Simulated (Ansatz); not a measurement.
# CHAlFN: basis-set convergence

The task here is to estimate one member of a computed series from the others.

Program: Ansatz 0.2.0, Gaussian basis. Level of theory: one geometry, several basis sets. These are calculated values, not measurements.

The runs, in order: PBE0-D4/def2-SVP; ωB97M-V/def2-SVP; PBE0-D4/def2-QZVPP; ωB97M-V/def2-QZVPP; the functionals' def2-TZVPP values are taken from earlier runs.

**The relaxed structure**

The geometry comes from an earlier relaxation with PBE0-D4 in a triple-zeta def2 set; it is a stationary point.

SMILES `[F][Al]1[CH]=[N]1`, 5 atoms, charge 0, spin multiplicity 1.

Atoms are counted from 1 here; the program's logs count them from 0.

Bond lengths: F1–Al2 1.633 Å, Al2–C3 1.818 Å, Al2–N4 1.806 Å, C3–N4 1.302 Å, C3–H5 1.098 Å. Angles: F1–Al2–C3 172.2°, F1–Al2–N4 145.7°, C3–Al2–N4 42.1°, Al2–C3–N4 68.5°, Al2–C3–H5 165.9°, N4–C3–H5 125.6°, Al2–N4–C3 69.4°.

As a file:

```xyz
5
charge 0, multiplicity 1
F    -2.08829   -0.89086    1.09963
Al   -0.72864   -0.33886    0.38306
C     0.85299    0.03778   -0.43078
N     0.17660    1.12041   -0.17708
H     1.83724   -0.00217   -0.91623
```

The first run:

in.yaml

```yaml
crystal:
  periodic: [false, false, false]
  atoms:
    - {symbol: F, position_ang: [-2.088290, -0.890864, 1.099625]}
    - {symbol: Al, position_ang: [-0.728645, -0.338860, 0.383059]}
    - {symbol: C, position_ang: [0.852992, 0.037780, -0.430777]}
    - {symbol: N, position_ang: [0.176598, 1.120413, -0.177078]}
    - {symbol: H, position_ang: [1.837244, -0.002170, -0.916229]}
basis:
  gaussian: {orbitals: def2-SVP}
hamiltonian: {xc: pbe0, dispersion: d4}
output: {orbitals: {seedname: orbitals}}
```

Command:

```bash
$ ansatz run in.yaml --threads 2 --pin off --events-out ev --progress --plain --max-ram 4352MiB
```

Steps of the session up to this table: PBE0-D4 in def2-SVP; ωB97M-V in def2-SVP; PBE0-D4 in def2-QZVPP; ωB97M-V in def2-QZVPP.

One table of the session follows, with a row left open; its other results are not shown here.

It belongs to the step «Density functionals: the series». 

```
functional       basis  HOMO (eV)  LUMO (eV)
   PBE0-D4    def2-SVP          ?          ?
   PBE0-D4  def2-TZVPP      -5.90      -1.88
   PBE0-D4  def2-QZVPP      -5.93      -1.95
   ωB97M-V    def2-SVP      -7.98       0.07
   ωB97M-V  def2-TZVPP      -8.09      -0.11
   ωB97M-V  def2-QZVPP      -8.13      -0.31
```

Q: Estimate the row for PBE0-D4, def2-SVP from the others.

As computed: HOMO (eV): -5.81; LUMO (eV): -1.76. In the column «HOMO (eV)» it is the highest.
